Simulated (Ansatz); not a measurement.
# NbAs: magnetic order and moments

The task here is to estimate one member of a computed series from the others.

Method: DFT r2SCAN, scalar-relativistic, plane waves, PAW, in Ansatz 0.2.0.

2 further runs of the same task are left out: 2 set aside as unsound or not needed. Runs told in other sessions of the task aren't counted.

## The starting structure

The structure is cubic, space group F-43m (No. 216). The conventional cell has a = 5.852 Å, b = 5.852 Å, c = 5.852 Å, α = 90.00°, β = 90.00°, γ = 90.00°. Nb (site symmetry -43m) is surrounded by 4 As at 2.53 Å. As (site symmetry -43m) has 4 Nb at 2.53 Å in its first shell of neighbours.

Coordinates:

```xyz
2
Lattice="0.0000 2.9260 2.9260 2.9260 0.0000 2.9260 2.9260 2.9260 0.0000" Properties=species:S:1:pos:R:3 pbc="T T T"
Nb    0.0000    0.0000    0.0000
As    1.4630    1.4630    1.4630
```

It is the result of an earlier relaxation at this level (volume 25.05 Å³/atom; gap on the mesh: none (metal), site moments up to 1.0 μB).

The structure is invented: a known structure type filled with these elements, not a reported compound.

Set-up of the first run:

input.yaml reads:

```yaml
crystal:
  lattice:
    - [0.0, 2.926023688, 2.926023688]
    - [2.926023688, 0.0, 2.926023688]
    - [2.926023688, 2.926023688, 0.0]
  atoms:
    - { symbol: Nb, position: [0.0, 0.0, 0.0] }
    - { symbol: As, position: [0.25, 0.25, 0.25] }
basis:
  ecutwfc: 500
kpoints:
  mp_grid: { grid: [12, 12, 12] }
hamiltonian:
  xc: r2scan
scf:
  occupations: { method: gaussian, width: 0.1 }
  lower_state_search: "off"
output:
  forces: true
  stress: true
  eigenvalues: true
```

On the command line:

```console
> ansatz run input.yaml --threads 1 --pin off --max-ram 2560MiB --backend cpu --events-out ev --progress --plain --runs-dir out
```

Steps of the session up to this table: Magnetic start: no spin polarisation; Magnetic start: ferromagnetic; Magnetic start: large parallel starting moments; Start: antiferromagnetic, doubled cell, propagation vector (0, 0, 1/2); Magnetic start: antiferromagnetic, doubled cell, propagation vector (0, 1/2, 1/2); Magnetic start: small parallel starting moments.

One of the session's tables, all rows but one given; the rest of the session is left out.

It belongs to the step «The magnetic starts in order of energy». 

| start | energy above the lowest (meV/atom) | pressure (GPa) |
| --- | --- | --- |
| ferromagnetic | 0.00 | 0.0 |
| large parallel starting moments | 0.00 | 0.0 |
| small parallel starting moments | 0.00 | 0.0 |
| antiferromagnetic, doubled cell, propagation vector (0, 0, 1/2) | 0.52 | -1.4 |
| antiferromagnetic, doubled cell, propagation vector (0, 1/2, 1/2) | ? | ? |
| no spin | 42.2 | -3.1 |

Estimate the missing values for antiferromagnetic, doubled cell, propagation vector (0, 1/2, 1/2).

**Answer.** energy above the lowest (meV/atom): 26.3; pressure (GPa): -1.1. In the column «energy above the lowest (meV/atom)» it lies between antiferromagnetic, doubled cell, propagation vector (0, 0, 1/2) (0.52) and no spin (42.2).

Limits of these values: Only these starts were tried, so a lower state is not ruled out. The magnetic state reached may not be the lowest one. Warnings in the runs' records: stability check not made.
